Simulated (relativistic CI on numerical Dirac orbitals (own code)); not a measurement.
# Ta³⁺: 5p photoemission multiplets

Aim: the 5p photoemission spectrum of Ta³⁺ in 3 surroundings, from the same atomic integrals.

The numbers are computed with relativistic CI on numerical Dirac orbitals (own code) version 3 (Dirac-Coulomb-Breit CI, KLI orbitals optimised for each configuration, model QED (radiative potential, 1s self-energy scaled to tabulated hydrogen-like ionisation energies), multiplet model of photoemission in the sudden approximation in a parametric crystal field), except any that are marked as measured or tabulated.

## (1) What is computed

* ion: Ta³⁺ (Ta IV)
* nuclear charge: 73
* electrons: 70
* configurations: [Xe] 4f14 5d2 → [Kr] 4d10 4f14 5s2 5p5 5d2
* temperature: 300 K
* widths: Lorentz 1.05 eV, Gauss 0.6 eV
* surrounding 1: D3d, 10Dq = 11350, Dsigma = 100, Dtau = 490 cm⁻¹
* surrounding 2: Td, 10Dq = -22250 cm⁻¹
* surrounding 3: D4h, 10Dq = 22550, Ds = 2680, Dt = 700 cm⁻¹

## (2) Surrounding 1: D3d, 10Dq = 11350, Dsigma = 100, Dtau = 490

Settings, as recorded:

```ini
atom Ta  Z=73  charge=3  electrons=70
nucleus A=181  rms_radius_fm=5.3507
hamiltonian dirac-coulomb  breit=on  qed=on  c_scale=1
orbitals kli  potential=per-configuration
slater_scale 1
correlation none
mixing on
configurations
  [Xe] 4f14 5d2
  [Kr] 4d10 4f14 5s2 5p5 5d2
end
photoemission 5p T=300 lorentz=1.05 gauss=0.6
crystal_field D3d 10Dq=11350 Dsigma=100 Dtau=490
```

Main fields of the result record, rounded:

```text
status: converged
curve, one point in 4 above 2 % of the maximum [energy, intensity] [eV; 1/eV]:
  - [63.8, 0.002997]
  - [64.6, 0.003964]
  - [65.4, 0.005544]
  - [66.2, 0.008442]
  - [67, 0.01488]
  - [67.8, 0.03515]
  - [68.6, 0.1097]
  - [69.4, 0.1182]
  - [70.2, 0.1403]
  - [71, 0.1351]
  - [71.8, 0.08269]
  - [72.6, 0.04289]
  - [73.4, 0.02895]
  - [74.2, 0.02449]
  - [75, 0.01911]
  - [75.8, 0.0257]
  - [76.6, 0.03615]
  - [77.4, 0.035]
  - [78.2, 0.02763]
  - [79, 0.01928]
  - [79.8, 0.02499]
  - [80.6, 0.04842]
  - [81.4, 0.04082]
  - [82.2, 0.02489]
  - [83, 0.0211]
  - [83.8, 0.01984]
  - [84.6, 0.01188]
  - [85.4, 0.006249]
  - [86.2, 0.006762]
  - [87, 0.01276]
  - [87.8, 0.01461]
  - [88.6, 0.02575]
  - [89.4, 0.01721]
  - [90.2, 0.009719]
  - [91, 0.005141]
sticks, the strongest [energy, strength] [eV, share]:
  - [68.85, 0.09076]
  - [68.91, 0.08331]
  - [69.01, 0.03402]
  - [70.03, 0.02264]
  - [70.14, 0.03124]
  - [70.36, 0.0301]
  - [70.37, 0.06434]
  - [70.75, 0.02299]
  - [70.83, 0.02219]
  - [76.12, 0.02251]
  - [77, 0.02751]
  - [77.85, 0.02678]
  - [80.56, 0.03477]
  - [88.74, 0.03478]
centroid [eV]: 74.4122
spread [eV]: 6.08226
peak [eV]: 70.6
ground_S: 0.989892
radial 5p5 5d2 [Ha, bohr]: {"<r^-3>(5p)": 117.06, "<r^1>(5p)": 1.2537, "<r^2>(5p)": 1.7751, "<r^4>(5p)": 4.7474, "zeta(5p)": 0.22246, "<r^-3>(5d)": 9.2883, "<r^1>(5d)": 1.7122, "<r^2>(5d)": 3.3511, "<r^4>(5d)": 17.898, "F2(5d,5d)": 0.2794, "F4(5d,5d)": 0.18629, "F2(5p,5d)": 0.29638, "G1(5p,5d)": 0.35178, "G3(5p,5d)": 0.21845, "zeta(5d)": 0.011694}
```

It took 0.42 s on 1 thread, shared host.

## (3) Surrounding 2: Td, 10Dq = -22250

Settings: those of step 2 with these lines changed.

```diff
@@ -12,2 +12,2 @@
 photoemission 5p T=300 lorentz=1.05 gauss=0.6
-crystal_field D3d 10Dq=11350 Dsigma=100 Dtau=490
+crystal_field Td 10Dq=-22250
```

Results of the run:

```text
status: converged
curve, one point in 6 above 2 % of the maximum [energy, intensity] [eV; 1/eV]:
  - [64.6, 0.003718]
  - [65.8, 0.006142]
  - [67, 0.0125]
  - [68.2, 0.04193]
  - [69.4, 0.1765]
  - [70.6, 0.1312]
  - [71.8, 0.0792]
  - [73, 0.03678]
  - [74.2, 0.02126]
  - [75.4, 0.01939]
  - [76.6, 0.02631]
  - [77.8, 0.04019]
  - [79, 0.03162]
  - [80.2, 0.04288]
  - [81.4, 0.05107]
  - [82.6, 0.0249]
  - [83.8, 0.01203]
  - [85, 0.01047]
  - [86.2, 0.008216]
  - [87.4, 0.005885]
  - [88.6, 0.01852]
  - [89.8, 0.008671]
  - [91, 0.007551]
sticks, the strongest [energy, strength] [eV, share]:
  - [69.35, 0.3069]
  - [70.73, 0.1587]
  - [71.21, 0.044]
  - [72.49, 0.03511]
  - [78.2, 0.04688]
  - [80.7, 0.05967]
  - [80.97, 0.03895]
  - [88.71, 0.03221]
centroid [eV]: 74.4774
spread [eV]: 5.86509
peak [eV]: 69.4
ground_S: 0.997481
```

It took 0.41 s on 1 thread, shared host.

## (4) Surrounding 3: D4h, 10Dq = 22550, Ds = 2680, Dt = 700

Settings: those of step 3 with these lines changed.

```diff
@@ -12,2 +12,2 @@
 photoemission 5p T=300 lorentz=1.05 gauss=0.6
-crystal_field Td 10Dq=-22250
+crystal_field D4h 10Dq=22550 Ds=2680 Dt=700
```

Results of the run:

```text
status: converged
curve, one point in 6 above 2 % of the maximum [energy, intensity] [eV; 1/eV]:
  - [63.8, 0.002992]
  - [65, 0.004657]
  - [66.2, 0.008532]
  - [67.4, 0.0226]
  - [68.6, 0.1135]
  - [69.8, 0.1068]
  - [71, 0.131]
  - [72.2, 0.06473]
  - [73.4, 0.0323]
  - [74.6, 0.0221]
  - [75.8, 0.02132]
  - [77, 0.03902]
  - [78.2, 0.02187]
  - [79.4, 0.01964]
  - [80.6, 0.04979]
  - [81.8, 0.04184]
  - [83, 0.02127]
  - [84.2, 0.01575]
  - [85.4, 0.008524]
  - [86.6, 0.00691]
  - [87.8, 0.0112]
  - [89, 0.02145]
  - [90.2, 0.01056]
  - [91.4, 0.00339]
sticks, the strongest [energy, strength] [eV, share]:
  - [68.81, 0.1509]
  - [68.98, 0.03938]
  - [70.35, 0.05536]
  - [70.47, 0.07042]
  - [71.21, 0.04639]
  - [71.59, 0.0349]
  - [76.92, 0.03611]
  - [80.88, 0.05506]
centroid [eV]: 74.4345
spread [eV]: 6.03511
peak [eV]: 70.6
ground_S: 0.989865
```

It took 0.42 s on 1 thread, shared host.

## (5) The spectra side by side

| surrounding | ground S | centroid (eV) | spread (eV) | up to four highest peaks (% of the highest), eV |
| --- | --- | --- | --- | --- |
| 1: D3d | 0.99 | 74.41 | 6.08 | 69.0 (90), 70.6 (100), 77.0 (25), 80.8 (34) |
| 2: Td | 1.00 | 74.48 | 5.87 | 69.4 (100), 70.8 (75), 78.2 (24), 80.8 (36) |
| 3: D4h | 0.99 | 74.43 | 6.04 | 69.0 (91), 70.6 (100), 77.0 (28), 81.0 (40) |

## (6) What came out

| quantity | value |
| --- | --- |
| highest peak, first run | 70.6 eV |
| ground spin (effective S from ⟨S²⟩) | 0.99 |

What this shows: The position of the maximum differs by up to 1.2 eV between the surroundings, by shifts of peaks or by peaks exchanging rank. Energies are those of the free ion without screening by ligands; binding energies in solids differ by tens of eV.
